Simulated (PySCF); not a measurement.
# C8H10O: the cost of one run

Programs: PySCF 2.14.0, with routines of our own; each step states its level. All values are computed. Atoms count from 0.

## 1. The system as given

19 atoms, charge 0, multiplicity 1; geometry from: GFN2-xTB.

## 2. Magnetic properties: GIAO B97-2/pcSseg-1

What the job is given:

```
{"job": {"kind": "mag", "xc": "B97-2", "basis": "pcSseg-1", "isotopologues": 0}, "charge": 0, "multiplicity": 1}
C      2.719322     0.972641     1.075359
C      1.891726     0.380562     0.437592
C      0.881178    -0.299590    -0.280640
C      1.151876    -1.195860    -1.225107
C     -0.548266     0.099734     0.077276
C     -0.901879     1.283863    -0.779636
C     -0.726628     2.538990    -0.414980
O     -1.482798    -0.928085    -0.180293
C     -1.448720    -1.971966     0.756774
H      3.460435     1.481693     1.615882
H      2.163111    -1.461299    -1.482272
H      0.355577    -1.688609    -1.756614
H     -0.579290     0.381331     1.143217
H     -1.290684     1.018234    -1.751516
H     -0.959739     3.357683    -1.073387
H     -0.333024     2.799101     0.554078
H     -2.223262    -2.676636     0.460030
H     -1.661780    -1.602720     1.768322
H     -0.476957    -2.479815     0.766335
```

With the program's defaults for keys left out, this is: GIAO B97-2/pcSseg-1 magnetisability, rotational g tensor and spin-rotation constants, non-relativistic, gas phase.

Launch:

```console
$ OMP_NUM_THREADS=1 python excited_run.py task.json out
```

The driver reads the jobs from task.json and runs them one after another.

**Question.** How long does this first job take on 1 thread of Arm Neoverse V1, shared host, and how much memory does it need?

About 38 s, with a peak of 0.98 GiB.
